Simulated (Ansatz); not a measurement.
# AsH4+ (singlet): the correlation ladder, cc-pVTZ

An exercise on one series of results from a longer session: the logs are not shown, and one member is left open.

Computed with Ansatz 0.2.0, Gaussian basis. Level: cc-pVTZ, core rule «outside noble gas», up to 14 orbitals frozen.

To be run: UHF; CCSD(T) on RHF; BCCD(T) on RHF; CCSDT(Q) on RHF; CASSCF and NEVPT2, 8 electrons in 8 orbitals.

11 further runs of the same task are left out: 4 that didn't finish, 7 set aside as unsound or not needed. Runs told in other sessions of the task aren't counted.

### The system

The geometry is a PBE0/def2-TZVP stationary point (not a proven minimum). No spin-orbit coupling is included. The filled d shell of As may be among the frozen orbitals whatever the setting's name suggests.

5 atoms, charge 1, spin multiplicity 1.

Atoms are counted from 1 here; the program's logs count them from 0.

Bond lengths: As1–H2 1.490 Å, As1–H3 1.490 Å, As1–H4 1.490 Å, As1–H5 1.490 Å. Angles: H2–As1–H3 109.5°, H2–As1–H4 109.5°, H2–As1–H5 109.5°, H3–As1–H4 109.5°, H3–As1–H5 109.5°, H4–As1–H5 109.5°.

Set-up of the first run:

Input file in.yaml:

```yaml
crystal:
  periodic: [false, false, false]
  atoms:
    - {symbol: As, position_ang: [0.000000, 0.000000, 0.000000]}
    - {symbol: H, position_ang: [0.859076, 0.861798, 0.860132]}
    - {symbol: H, position_ang: [-0.862586, -0.857884, 0.860532]}
    - {symbol: H, position_ang: [-0.858082, 0.858870, -0.864044]}
    - {symbol: H, position_ang: [0.861592, -0.862784, -0.856620]}
basis:
  gaussian: {orbitals: cc-pVTZ}
total_charge: 1
magnetization: {spin_polarized: true, initial_magnetization: 0}
hamiltonian: {xc: hf}
output: {orbitals: {seedname: orbitals}}
```

Started as:

```console
$ ansatz run in.yaml --threads 1 --pin off --events-out ev --progress --plain --max-ram 2393MiB
```

Steps of the session up to this table: UHF; CCSD(T) on RHF; BCCD(T) on RHF; CCSDT(Q) on RHF; CASSCF and NEVPT2, 8 electrons in 8 orbitals.

One table of the session follows, with a row left open; its other results are not shown here.

| method | from RCCSDT(Q) (meV) |
| --- | --- |
| RHF | ? |
| RMP2 | +911.8 |
| RCCSD | +139.8 |
| RCCSD(T) | +21.6 |
| BCCD(T) | +21.1 |
| RCCSDT | +3.1 |
| RCCSDT(Q) | 0 |
| CASSCF valence | +3234.0 |
| NEVPT2 valence | +845.1 |

Q: Estimate the row for RHF from the others.

**Answer.** from RCCSDT(Q) (meV): +4972.2. In the column «from RCCSDT(Q) (meV)» it is the highest.
